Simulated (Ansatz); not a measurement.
# SiGeO4, relaxed, part 1 of 2

Aim: in SiGeO4, a known structure type filled with other elements, at an estimated volume, relax cell and atoms at 20 GPa, then read levels, charges and fields where it ends.

All numbers below are computed with Ansatz 0.2.0 (DFT, r2SCAN, no spin polarisation, plane waves, PAW).

## 1. The system as given

Symmetry: I4_1/a, No. 88, tetragonal system. The conventional cell has a = 4.851 Å, b = 4.851 Å, c = 9.929 Å, α = 90.00°, β = 90.00°, γ = 90.00°. Ge (site symmetry -4) has 4 O at 1.63 Å as nearest neighbours. Around Si (site symmetry -4) lie 8 O at 2.20 to 2.22 Å. O (site symmetry 1) has 1 Ge at 1.63 Å as nearest neighbours.

As a file:

```
CELL_PARAMETERS angstrom
0.00000 4.85111 0.00000
4.85111 0.00000 0.00000
2.42555 2.42555 -4.96472
ATOMIC_POSITIONS crystal
Ge 0.00000 0.00000 0.00000
Ge 0.75000 0.25000 0.50000
Si 0.50000 0.50000 0.00000
Si 0.25000 0.75000 0.50000
O 0.22800 0.33350 0.84260
O 0.08350 0.17940 0.34260
O 0.92940 0.82390 0.84260
O 0.57390 0.47800 0.34260
O 0.52200 0.91650 0.65740
O 0.66650 0.07060 0.15740
O 0.82060 0.42610 0.65740
O 0.17610 0.77200 0.15740
```

It starts from an earlier solution of the starting cell (checkpoint.read).

## 2. Relaxing

The input, input.yaml:

```yaml
crystal:
  lattice:
    - [0.0, 4.851108, 0.0]
    - [4.851108, 0.0, 0.0]
    - [2.425554, 2.425554, -4.964725]
  atoms:
    - { symbol: Ge, position: [0.0, 0.0, 0.0] }
    - { symbol: Ge, position: [0.75, 0.25, 0.5] }
    - { symbol: Si, position: [0.5, 0.5, 0.0] }
    - { symbol: Si, position: [0.25, 0.75, 0.5] }
    - { symbol: O, position: [0.228, 0.3335, 0.8426] }
    - { symbol: O, position: [0.0835, 0.1794, 0.3426] }
    - { symbol: O, position: [0.9294, 0.8239, 0.8426] }
    - { symbol: O, position: [0.5739, 0.478, 0.3426] }
    - { symbol: O, position: [0.522, 0.9165, 0.6574] }
    - { symbol: O, position: [0.6665, 0.0706, 0.1574] }
    - { symbol: O, position: [0.8206, 0.4261, 0.6574] }
    - { symbol: O, position: [0.1761, 0.772, 0.1574] }
  symmetry: { tolerance: 0.0003 }
kpoints:
  mp_grid: { grid: [4, 4, 4], shift: [0, 0, 0] }
magnetization:
  spin_polarized: false
scf:
  occupations: { method: fermi_dirac }
  lower_state_search: "off"
hamiltonian:
  pseudopotentials: { kind: paw }
  xc: r2scan
basis:
  ecutwfc: 500
  fft_grid_basis: typed
relax:
  max_steps: 60
  cell: { p_target: 20.0 }
  f_tol: 0.03
output:
  forces: true
  stress: true
  eigenvalues: true
  bader: true
  populations: true
  elf: true
  write_potential: true
  volumetric_format: npy
  dos:
    e_range: [-12, 8]
    de: 0.05
    projected: { site_lists: { Ge: [Ge], O: [O], Si: [Si] } }
  write_density: true
checkpoint:
  read: saved_state
```

Command:

```bash
$ ansatz run input.yaml --threads 2 --pin off --max-ram 3584MiB --backend cpu --events-out ev --progress --plain --runs-dir out
```

Log:

```text
Warning: RAYON_NUM_THREADS=2 ignored (pool sized by the plan → 2); use --threads N
Engine: ansatz 0.2.0, aarch64-unknown-linux-gnu
Pseudopotentials: kind: paw
Pseudopotential: Ge, paw, valence charge 14, recommended cutoff 500 eV (meta_gga), Ge.paw.azcp
Pseudopotential: Si, paw, valence charge 4, recommended cutoff 500 eV (meta_gga), Si.paw.azcp
Pseudopotential: O, paw, valence charge 6, recommended cutoff 500 eV (meta_gga), O.paw.azcp
Functional definition: r2SCAN
  parameter k0 = 0.174
  parameter k1 = 0.065
  parameter a1 = 4.9479
  exchange = r2scan_x(k0 = k0, k1 = k1, a1 = a1)
  correlation = r2scan_c
Crystal: 12 atoms, lattice volume = 116.836 Å³
Basis set: ecut = 500 eV, 2955 PW (Γ), exchange–correlation on 144×144×180 points (64 copies of the dense FFT grid, shifted against one another)
Bands: 54, of which v1, the nominal top of the filled ones, is band 42 counted from 1 (41 counted from 0)
Symmetry: 8 space group operations
Space group: I41/a (ITA 88), of the structure as read, at distance tolerance 1.5e-3 Å
k-points: 14 of 64
Non-local potential: Ge, projectors of the file, l = 0: 2, l = 1: 2, l = 2: 3, l = 3: 1
Non-local potential: Si, projectors of the file, l = 0: 2, l = 1: 2, l = 2: 2
Non-local potential: O, projectors of the file, l = 0: 2, l = 1: 2, l = 2: 1
PAW form: soft (Blöchl's): semilocal exchange-correlation on the pseudo side does not see the compensation charge
PAW frozen core: Ge, regenerated for the run's functional (the file was generated under x = pbe(κ = 0.804, μ = 0.2195149727645171), c = pbe(β = 0.06672455060314922))
PAW frozen core: Si, regenerated for the run's functional (the file was generated under x = pbe(κ = 0.804, μ = 0.2195149727645171), c = pbe(β = 0.06672455060314922))
PAW frozen core: O, regenerated for the run's functional (the file was generated under x = pbe(κ = 0.804, μ = 0.2195149727645171), c = pbe(β = 0.06672455060314922))
PAW one-centre angular grid: Ge, 590 points (default); XC on 160 Gauss nodes
PAW one-centre angular grid: Si, 302 points (default); XC on 160 Gauss nodes
PAW one-centre angular grid: O, 302 points (default); XC on 160 Gauss nodes
Initial density: read from a saved state, or passed on in memory by an earlier SCF of this step, an earlier step, the calling program or the single point that the run made first
Initial wavefunctions: pseudopotential atomic-orbital guess
Functional: x = r2scan, c = r2scan; τ floored in thin density (d = 2e-4 eV/Å³)
iter 1 solved again at ethr=3.12e-7 eV; its pass at ethr=3.10e-3 eV (dr2=2.62e-4 eV) is discarded
SCF iter   1: F=-14424.424454 eV  HF=-14424.422531 eV  |F-HF|=1.92e-3  |Δ(HF+E_count)|=         —  Δρ=9.32e-4  dr2=1.64e-4  dr2_τ=7.05e-4  ethr=3.12e-7  ⟨swp⟩=3.1  Hψ=5010  notcnv=0
preconditioner: auto → Resta (q_TF=auto, 2.582 Å⁻¹)  ε∞=3.7  [insulator: Δε(μ)=0.655 eV  Ē_g=19.095 eV  σ=0.100 eV  W_gap=0.82  n_scr=32 (ndim 8)  ℏωp=31.5 eV  f_vac=0.005  D(μ)=0.10/eV (n_scr^D=0)  ε∞_Penn≈3.7]
SCF iter   2: F=-14424.424508 eV  HF=-14424.424134 eV  |F-HF|=3.73e-4  |Δ(HF+E_count)|=   1.60e-3  Δρ=4.84e-4  dr2=4.60e-5  dr2_τ=1.14e-4  ethr=1.96e-7  ⟨swp⟩=2.0  Hψ=1243  notcnv=0
SCF iter   3: F=-14424.424519 eV  HF=-14424.424519 eV  |F-HF|=2.87e-7  |Δ(HF+E_count)|=   3.85e-4  Δρ=4.76e-5  dr2=2.12e-6  dr2_τ=3.67e-7  ethr=5.48e-8  ⟨swp⟩=2.0  Hψ=1205  notcnv=0
SCF iter   4: F=-14424.424520 eV  HF=-14424.424520 eV  |F-HF|=2.67e-7  |Δ(HF+E_count)|=   7.16e-7  Δρ=2.04e-5  dr2=2.42e-7  dr2_τ=1.04e-7  ethr=2.53e-9  ⟨swp⟩=2.0  Hψ=1121  notcnv=0
SCF iter   5: F=-14424.424520 eV  HF=-14424.424520 eV  |F-HF|=4.14e-8  |Δ(HF+E_count)|=   2.80e-7  Δρ=7.02e-6  dr2=2.94e-8  dr2_τ=1.57e-8  ethr=1.19e-10  ⟨swp⟩=9.8  Hψ=4679  notcnv=0
SCF 1 converged in 5 iterations: F = -14424.424520 eV  dr2 = 2.94e-8
relax step   1: F+E_penalty+E_count = -14424.42452013 eV  Δ(F+E_penalty+E_count) = +0.000e0 eV  max|allowed force component| = 6.385e0 eV/Å  Δτ_max = 0.0000 Å  P = +4.900 GPa  Ω = 116.836 Å³  (5 SCF iters, dr2 threshold 1.00e-7 eV, accepted)
Crystal: 12 atoms, lattice volume = 103.113 Å³
Basis set: ecut = 500 eV, 2629 PW (Γ), exchange–correlation on 144×144×180 points (64 copies of the dense FFT grid, shifted against one another)
Initial density: handed on by an earlier stage of this run
Initial wavefunctions: those handed on with the density
iter 1 solved again at ethr=5.79e-4 eV; its pass at ethr=3.10e-3 eV (dr2=4.86e-1 eV) is discarded
SCF iter   1: F=-14429.991333 eV  HF=-14430.901355 eV  |F-HF|=9.10e-1  |Δ(HF+E_count)|=         —  Δρ=2.87e-2  dr2=4.78e-1  dr2_τ=5.87e0  ethr=5.79e-4  ⟨swp⟩=2.4  Hψ=3634  notcnv=0
preconditioner: auto → Resta (q_TF=auto, 2.637 Å⁻¹)  ε∞=3.6  [insulator: Δε(μ)=2.435 eV  Ē_g=20.589 eV  σ=0.100 eV  W_gap=1.00  n_scr=32 (ndim 8)  ℏωp=33.5 eV  f_vac=0.000  D(μ)=0.00/eV (n_scr^D=0)  ε∞_Penn≈3.6]
SCF iter   2: F=-14430.216432 eV  HF=-14430.220979 eV  |F-HF|=4.55e-3  |Δ(HF+E_count)|=   6.80e-1  Δρ=1.42e-2  dr2=9.37e-2  dr2_τ=8.99e-3  ethr=5.69e-4  ⟨swp⟩=3.0  Hψ=1534  notcnv=0
SCF iter   3: F=-14430.237278 eV  HF=-14430.236454 eV  |F-HF|=8.24e-4  |Δ(HF+E_count)|=   1.55e-2  Δρ=3.02e-3  dr2=4.13e-3  dr2_τ=6.14e-4  ethr=1.12e-4  ⟨swp⟩=2.1  Hψ=1301  notcnv=0
SCF iter   4: F=-14430.238010 eV  HF=-14430.238304 eV  |F-HF|=2.94e-4  |Δ(HF+E_count)|=   1.85e-3  Δρ=7.01e-4  dr2=3.43e-4  dr2_τ=2.68e-5  ethr=4.92e-6  ⟨swp⟩=2.1  Hψ=1330  notcnv=0
SCF iter   5: F=-14430.238236 eV  HF=-14430.238222 eV  |F-HF|=1.37e-5  |Δ(HF+E_count)|=   8.20e-5  Δρ=2.79e-4  dr2=5.26e-5  dr2_τ=5.66e-6  ethr=4.08e-7  ⟨swp⟩=2.0  Hψ=1243  notcnv=0
SCF iter   6: F=-14430.238240 eV  HF=-14430.238240 eV  |F-HF|=7.98e-7  |Δ(HF+E_count)|=   1.78e-5  Δρ=5.64e-5  dr2=1.96e-6  dr2_τ=2.34e-7  ethr=6.26e-8  ⟨swp⟩=2.7  Hψ=1283  notcnv=0
SCF iter   7: F=-14430.238241 eV  HF=-14430.238241 eV  |F-HF|=6.78e-8  |Δ(HF+E_count)|=   1.04e-6  Δρ=1.57e-5  dr2=1.74e-7  dr2_τ=2.67e-8  ethr=1.43e-9  ⟨swp⟩=10.5  Hψ=5315  notcnv=0
SCF 2 converged in 7 iterations: F = -14430.238241 eV  dr2 = 1.74e-7
relax step   2: F+E_penalty+E_count = -14430.23824063 eV  Δ(F+E_penalty+E_count) = -5.814e0 eV  max|allowed force component| = 3.125e0 eV/Å  Δτ_max = 0.1284 Å  P = +7.598 GPa  Ω = 103.113 Å³  energy of the carried Pulay correction = +1.143e-2 eV  (7 SCF iters, dr2 threshold 1.20e-6 eV, accepted)
Crystal: 12 atoms, lattice volume = 89.778 Å³
Basis set: ecut = 500 eV, 2261 PW (Γ), exchange–correlation on 144×144×180 points (64 copies of the dense FFT grid, shifted against one another)
iter 1 solved again at ethr=9.79e-4 eV; its pass at ethr=3.10e-3 eV (dr2=8.22e-1 eV) is discarded
SCF iter   1: F=-14430.360229 eV  HF=-14431.022146 eV  |F-HF|=6.62e-1  |Δ(HF+E_count)|=         —  Δρ=3.99e-2  dr2=8.21e-1  dr2_τ=6.67e0  ethr=9.79e-4  ⟨swp⟩=1.9  Hψ=3892  notcnv=0
preconditioner: auto → Resta (q_TF=auto, 2.698 Å⁻¹)  ε∞=3.6  [insulator: Δε(μ)=4.770 eV  Ē_g=22.248 eV  σ=0.100 eV  W_gap=1.00  n_scr=30 (ndim 8)  ℏωp=35.9 eV  f_vac=0.000  D(μ)=0.00/eV (n_scr^D=0)  ε∞_Penn≈3.6]
SCF iter   2: F=-14430.660913 eV  HF=-14430.691968 eV  |F-HF|=3.11e-2  |Δ(HF+E_count)|=   3.30e-1  Δρ=1.97e-2  dr2=1.78e-1  dr2_τ=1.29e-2  ethr=9.77e-4  ⟨swp⟩=3.1  Hψ=1570  notcnv=0
SCF iter   3: F=-14430.698296 eV  HF=-14430.697268 eV  |F-HF|=1.03e-3  |Δ(HF+E_count)|=   5.30e-3  Δρ=3.78e-3  dr2=6.90e-3  dr2_τ=9.43e-4  ethr=2.12e-4  ⟨swp⟩=2.2  Hψ=1277  notcnv=0
SCF iter   4: F=-14430.698999 eV  HF=-14430.699197 eV  |F-HF|=1.98e-4  |Δ(HF+E_count)|=   1.93e-3  Δρ=7.33e-4  dr2=4.22e-4  dr2_τ=4.33e-5  ethr=8.22e-6  ⟨swp⟩=2.8  Hψ=1383  notcnv=0
SCF iter   5: F=-14430.699131 eV  HF=-14430.699174 eV  |F-HF|=4.22e-5  |Δ(HF+E_count)|=   2.36e-5  Δρ=2.93e-4  dr2=4.60e-5  dr2_τ=4.22e-6  ethr=5.02e-7  ⟨swp⟩=2.0  Hψ=1293  notcnv=0
SCF iter   6: F=-14430.699161 eV  HF=-14430.699160 eV  |F-HF|=6.01e-7  |Δ(HF+E_count)|=   1.37e-5  Δρ=9.40e-5  dr2=4.07e-6  dr2_τ=4.66e-7  ethr=5.47e-8  ⟨swp⟩=2.0  Hψ=1329  notcnv=0
SCF iter   7: F=-14430.699162 eV  HF=-14430.699162 eV  |F-HF|=1.24e-7  |Δ(HF+E_count)|=   1.67e-6  Δρ=2.03e-5  dr2=2.81e-7  dr2_τ=3.93e-8  ethr=1.43e-9  ⟨swp⟩=12.0  Hψ=6513  notcnv=0
SCF 3 converged in 7 iterations: F = -14430.699162 eV  dr2 = 2.81e-7
relax step   3: F+E_penalty+E_count = -14430.69916153 eV  Δ(F+E_penalty+E_count) = -4.609e-1 eV  max|allowed force component| = 7.343e-1 eV/Å  Δτ_max = 0.1384 Å  P = +42.648 GPa  Ω = 89.778 Å³  energy of the carried Pulay correction = +2.400e-2 eV  (7 SCF iters, dr2 threshold 1.20e-6 eV, accepted)
[... from here on, the SCF cycles and remarks between the steps are left out ...]
relax step   4: F+E_penalty+E_count = -14431.67430597 eV  Δ(F+E_penalty+E_count) = -9.751e-1 eV  max|allowed force component| = 9.193e-1 eV/Å  Δτ_max = 0.0890 Å  P = +33.893 GPa  Ω = 91.491 Å³  energy of the carried Pulay correction = +2.230e-2 eV  (7 SCF iters, dr2 threshold 1.20e-6 eV, accepted)
relax step   5: F+E_penalty+E_count = -14433.85320796 eV  Δ(F+E_penalty+E_count) = -2.179e0 eV  max|allowed force component| = 1.110e0 eV/Å  Δτ_max = 0.1746 Å  P = +23.970 GPa  Ω = 94.967 Å³  energy of the carried Pulay correction = +1.892e-2 eV  (8 SCF iters, dr2 threshold 1.20e-6 eV, accepted)
relax step   6: F+E_penalty+E_count = -14435.57429965 eV  Δ(F+E_penalty+E_count) = -1.721e0 eV  max|allowed force component| = 1.216e0 eV/Å  Δτ_max = 0.1599 Å  P = +19.835 GPa  Ω = 98.506 Å³  energy of the carried Pulay correction = +1.560e-2 eV  (8 SCF iters, dr2 threshold 1.20e-6 eV, accepted)
relax step   7: F+E_penalty+E_count = -14436.46971336 eV  Δ(F+E_penalty+E_count) = -8.954e-1 eV  max|allowed force component| = 1.338e0 eV/Å  Δτ_max = 0.1083 Å  P = +13.840 GPa  Ω = 103.225 Å³  energy of the carried Pulay correction = +1.133e-2 eV  (7 SCF iters, dr2 threshold 1.20e-6 eV, accepted)
relax step   8: F+E_penalty+E_count = -14435.84468030 eV  Δ(F+E_penalty+E_count) = +6.250e-1 eV  max|allowed force component| = 2.044e0 eV/Å  Δτ_max = 0.1946 Å  P = +8.842 GPa  Ω = 108.031 Å³  energy of the carried Pulay correction = +7.174e-3 eV  (7 SCF iters, dr2 threshold 1.20e-6 eV, rejected (line search))
relax step   9: F+E_penalty+E_count = -14436.08811790 eV  Δ(F+E_penalty+E_count) = +3.816e-1 eV  max|allowed force component| = 1.336e0 eV/Å  Δτ_max = 0.0952 Å  P = -3.582 GPa  Ω = 105.161 Å³  energy of the carried Pulay correction = +9.636e-3 eV  (10 SCF iters, rejected (line search))
relax step  10: F+E_penalty+E_count = -14436.53146218 eV  Δ(F+E_penalty+E_count) = -6.175e-2 eV  max|allowed force component| = 4.096e-1 eV/Å  Δτ_max = 0.0476 Å  P = +17.506 GPa  Ω = 101.361 Å³  energy of the carried Pulay correction = +1.300e-2 eV  (9 SCF iters, accepted)
```

(Continued in part 2 of 2.)
